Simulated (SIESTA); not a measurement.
The system is HfIn4SiO6.

```
Hf In Si O
1.0
     5.69867    0.00381    0.01559
    -0.70506    6.10815   -0.00575
    -2.73718   -1.39557    6.63076
Hf In Si O
1 4 1 6
Direct
  0.11793 0.01556 0.13292
  0.38842 0.99901 0.72891
  0.75865 0.00842 0.49586
  0.23461 0.48841 0.53300
  0.59649 0.48211 0.20528
  0.86778 0.44029 0.85544
  0.55316 0.38738 0.79290
  0.93454 0.38483 0.65596
  0.98414 0.26218 0.00347
  0.99083 0.69806 0.98452
  0.08665 0.06493 0.39374
  0.48680 0.10883 0.21799
```

The cell was built by a generator and needn't be a form met in nature.

Base run:

```yaml
Program: SIESTA 5.4.2
Functional: BLYP
Potentials_or_basis: PseudoDojo 0.4 standard (PBE files)
Basis: DZP (energy shift 0.003 Ry; two zetas on semicore shells)
Grid_cutoff: 800 Ry
Energy_shift: 0.003 Ry
k_mesh: 5 × 5 × 4
Occupations: fermi-dirac, width 0.05 eV
Spin: no spin polarisation
```

Its results: band gap on the k mesh 1.04 eV, indirect (least direct gap 1.27 eV); pressure 4.8 GPa; largest force 0.575 eV/Å.

After a change of settings the same cell gave: band gap on the k mesh 0.89 eV, indirect (least direct gap 1.12 eV); pressure 3.5 GPa; largest force 0.550 eV/Å. Which change was it?
A. functional from BLYP to PBEsol; potentials or basis from PseudoDojo 0.4 standard (PBE files) to PseudoDojo 0.4 standard (PBEsol files)
B. functional from BLYP to PBE
C. functional from BLYP to RPBE
D. functional from BLYP to LDA; potentials or basis from PseudoDojo 0.4 standard (PBE files) to PseudoDojo 0.4 standard (LDA files)

C.

Caveats: short orbitals over semicore shells can move pressures by several GPa; the potentials were made for another functional, which shifts forces and pressure; spin-orbit coupling is left out, which moves the levels of the heavy elements; the basis of atomic orbitals isn't converged, which shifts pressures, moduli and gaps.
